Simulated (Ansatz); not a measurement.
**AlH₂Cl + HBr: a complex and its separated parts**

The complex below is one end of an elementary step. How strongly is it bound against its free parts?

Computed with Ansatz 0.2.0, Gaussian basis. Level: PBE0-D4/def2-TZVP structures, single points in def2-TZVPP, no counterpoise correction.

Levels: SPW92, PBE-D4, BLYP-D4, r2SCAN-D4, B97M-V, PBE0-D4, B3LYP-D4, r2SCAN0-D4, BHLYP-D4, CAM-B3LYP-D4, wB97X-V, wB97M-V, B2PLYP, PBE-QIDH, RPA on PBE, Hartree-Fock, MP2, CCSD, CCSD(T).

Cores are frozen in the correlated methods. Filled d shells of the heavier atoms are correlated. B3LYP uses VWN-RPA correlation. B2PLYP carries no dispersion term here.

21 further runs of the same task are left out: 21 set aside as unsound or not needed.

### Step 1. The starting structure

The complex: 6 atoms, charge 0, spin multiplicity 1.

Atoms are counted from 1 here; the program's logs count them from 0.

Bond lengths: Al1–Cl2 2.132 Å, Al1–H3 1.578 Å, Al1–H4 1.578 Å, Al1–Br6 2.785 Å, H5–Br6 1.428 Å. Angles: Cl2–Al1–H3 116.4°, Cl2–Al1–H4 116.4°, Cl2–Al1–Br6 92.5°, H3–Al1–H4 124.3°, H3–Al1–Br6 97.1°, H4–Al1–Br6 97.1°, Al1–Br6–H5 85.7°.

Geometry (Å):

```
atom     x (Å)     y (Å)     z (Å)
 Al1  -0.59303  -0.23837  -0.63750
 Cl2   1.07676   0.76864  -1.49990
  H3  -0.57690  -1.81422  -0.71356
  H4  -1.89067   0.62844  -0.40494
  H5   1.54156   0.66239   1.31879
 Br6   0.44228  -0.00687   1.93701
```

Its parts: AlH₂Cl holds atoms 1, 2, 3, 4; HBr holds atoms 5, 6. Each part counts its atoms afresh in its own runs.

### Step 2. Relaxing AlH₂Cl alone

relax-a/in.yaml

```yaml
crystal:
  periodic: [false, false, false]
  atoms:
    - {symbol: Al, position_ang: [-0.593028, -0.238372, -0.637499]}
    - {symbol: Cl, position_ang: [1.076756, 0.768637, -1.499900]}
    - {symbol: H, position_ang: [-0.576900, -1.814217, -0.713555]}
    - {symbol: H, position_ang: [-1.890672, 0.628440, -0.404945]}
basis:
  gaussian: {orbitals: def2-TZVP}
hamiltonian: {xc: pbe0, dispersion: d4}
relax: {f_tol: 0.005, max_steps: 200}
```

The command line of these runs was not kept.

The runs that follow: Relaxing HBr alone; wB97M-V/def2-TZVPP; CCSD(T)/def2-TZVPP; Vibrations of AlH₂Cl; Vibrations of HBr.

**Question.** What will these runs give? Wanted: complex less parts, CCSD(T)/def2-TZVPP; with zero-point energy; largest T1 diagnostic.

**Answer**, as computed:

```
                              quantity      value
complex less parts, CCSD(T)/def2-TZVPP  -0.294 eV
                with zero-point energy  -0.237 eV
                 largest T1 diagnostic      0.008
```

What this shows: At CCSD(T) the complex lies 0.294 eV below its parts. B97M-V is the best functional here (-0.006 eV from CCSD(T)); SPW92 is the worst (-0.229 eV). By rung, the mean size of the error is: LDA 0.229, GGA 0.049, meta-GGA 0.032, hybrid 0.036, range-separated hybrid 0.027, double hybrid 0.050 eV. PBE-D4 gives a relative energy 0.074 eV too low, outside chemical accuracy (1 kcal/mol, 0.043 eV). No counterpoise was applied, and triple zeta lacks some correlation, so the CCSD(T) reference has a basis error of its own, and close matches with it are partly luck.
